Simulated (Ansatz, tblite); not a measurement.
**The cluster Li₄Al₂: a ladder of methods and basis sets**

How do method and basis change the picture of the cluster Li₄Al₂ (singlet)?

The runs use Ansatz 0.2.0, Gaussian basis; as each input shows.

Plan: GFN1-xTB, PBE-D4/def2-TZVP, r2SCAN-D4/def2-TZVP, revPBE-D4/def2-TZVP, ωB97X-V/def2-TZVP, r2SCANh-D4/def2-TZVP, B3LYP-D4/def2-TZVP, ωB97M-V/def2-TZVP, HF/def2-TZVP, BLYP-D4/def2-TZVP, PBE-D4/def2-SVP, PBE0-D4/def2-SVP, HF/6-31G, B3LYP-D4/6-31G, PBE0-D4/def2-TZVPD, PBE-D4/def2-TZVPD, r2SCAN-D4/def2-TZVPD, CCSD(T)/def2-TZVPP, MP2/def2-TZVP, RPA/def2-TZVP, CCSD(T)/def2-TZVPD.

2 further runs of the same task are left out: 1 for a known fault of the program, 1 set aside as unsound or not needed. Runs told in other sessions of the task aren't counted.

## 1. The relaxed structure

The singlet was relaxed beforehand with r2SCAN-D4/def2-TZVP. At that level it is the lowest of the isomers that a small search found.

6 atoms, charge 0, spin multiplicity 1.

Bond lengths: Al1–Al2 2.483 Å, Al1–Li3 2.592 Å, Al1–Li4 2.752 Å, Al1–Li5 2.709 Å, Al1–Li6 2.671 Å, Al2–Li3 2.755 Å, Al2–Li4 2.610 Å, Al2–Li5 2.728 Å. Angles: Al2–Al1–Li3 65.7°, Al2–Al1–Li4 59.5°, Al2–Al1–Li5 63.2°, Al2–Al1–Li6 159.6°, Li3–Al1–Li4 124.3°, Li3–Al1–Li5 74.8°, Li3–Al1–Li6 94.1°, Li4–Al1–Li5 72.6°, Li4–Al1–Li6 139.3°, Li5–Al1–Li6 110.1°, Al1–Al2–Li3 59.1°, Al1–Al2–Li4 65.4°, Al1–Al2–Li5 62.4°, Li3–Al2–Li4 123.5°, Li3–Al2–Li5 72.0°, Li4–Al2–Li5 74.5°, Al1–Li3–Al2 55.2°, Al1–Li4–Al2 55.1° and more.

Coordinates:

```
atom    x (Å)    y (Å)    z (Å)
 Al1   0.5676  -0.5317  -0.2356
 Al2  -1.8192  -0.0239  -0.6968
 Li3   0.1752   1.7022  -1.4909
 Li4  -1.4278  -2.0244   0.9329
 Li5  -0.7064   1.0657   1.5425
 Li6   3.2105  -0.1878  -0.0520
```

PBE0-D4/def2-TZVP was run before; its log isn't repeated, and its numbers join the tables.

## 2. GFN1-xTB

Tight binding, by tblite at 300 K electronic temperature and without a spin-polarisation term:

```python
tblite.interface.Calculator('GFN1-xTB', numbers, positions, charge=0, uhf=0).singlepoint()
```

Energy -107.6048 eV, HOMO -8.57 eV, LUMO -8.42 eV; 0.004 s.

## 3. PBE-D4/def2-TZVP

start.molden holds the orbitals of an earlier run on this state, given as this run's starting guess.

in.yaml

```yaml
crystal:
  periodic: [false, false, false]
  atoms:
    - {symbol: Al, position_ang: [0.567621, -0.531741, -0.235608]}
    - {symbol: Al, position_ang: [-1.819166, -0.023905, -0.696813]}
    - {symbol: Li, position_ang: [0.175241, 1.702187, -1.490948]}
    - {symbol: Li, position_ang: [-1.427836, -2.024423, 0.932896]}
    - {symbol: Li, position_ang: [-0.706363, 1.065709, 1.542533]}
    - {symbol: Li, position_ang: [3.210502, -0.187837, -0.052050]}
basis:
  gaussian: {orbitals: def2-TZVP, initial_orbitals: start.molden}
hamiltonian: {xc: pbe, dispersion: d4}
scf: {omitted_lower_state_checks: [starts]}
output: {orbitals: {seedname: orbitals}}
```

The run is started by

```bash
$ ansatz run in.yaml --threads 4 --pin off --events-out ev --progress --plain --max-ram 3916MiB
```

The runs that follow: r2SCAN-D4/def2-TZVP; revPBE-D4/def2-TZVP; ωB97X-V/def2-TZVP; r2SCANh-D4/def2-TZVP; B3LYP-D4/def2-TZVP; ωB97M-V/def2-TZVP; HF/def2-TZVP; BLYP-D4/def2-TZVP; PBE-D4/def2-SVP; PBE0-D4/def2-SVP; HF/6-31G; B3LYP-D4/6-31G; PBE0-D4/def2-TZVPD; PBE-D4/def2-TZVPD; r2SCAN-D4/def2-TZVPD; CCSD(T)/def2-TZVPP; MP2/def2-TZVP; RPA/def2-TZVP; CCSD(T)/def2-TZVPD.

Q: Predict the results of all the runs planned. Wanted: gap in def2-TZVP, named functionals and Hartree-Fock, smallest and largest; correlation energy, CCSD(T)/def2-TZVPP; correlation energy, MP2/def2-TZVP; correlation energy, CCSD(T)/def2-TZVPD; binding an atom, CCSD(T)/def2-TZVPP; PBE0 total energy, smallest basis above largest.

As calculated:

| quantity | value |
| --- | --- |
| gap in def2-TZVP, named functionals and Hartree-Fock, smallest and largest | 0.92 eV (PBE-D4), 4.97 eV (HF) |
| correlation energy, CCSD(T)/def2-TZVPP | -11.00 eV |
| correlation energy, MP2/def2-TZVP | -9.35 eV |
| correlation energy, CCSD(T)/def2-TZVPD | -10.89 eV |
| binding an atom, CCSD(T)/def2-TZVPP | 1.292 eV |
| PBE0 total energy, smallest basis above largest | 5.25 eV (def2-SVP, def2-TZVPD) |

What this shows: Over the named functionals and Hartree-Fock in def2-TZVP the gap runs from 0.92 eV (PBE-D4) to 4.97 eV (HF); exact exchange widens it. A small miss in a minimal or small basis is a cancelling of errors, not accuracy. The functionals in def2-TZVP miss CCSD(T)/def2-TZVPP by -0.081 (B3LYP-D4) to +0.062 eV (PBE-D4) an atom. CCSD(T)/def2-TZVPP isn't at the basis-set limit; small misses against it rank nothing.
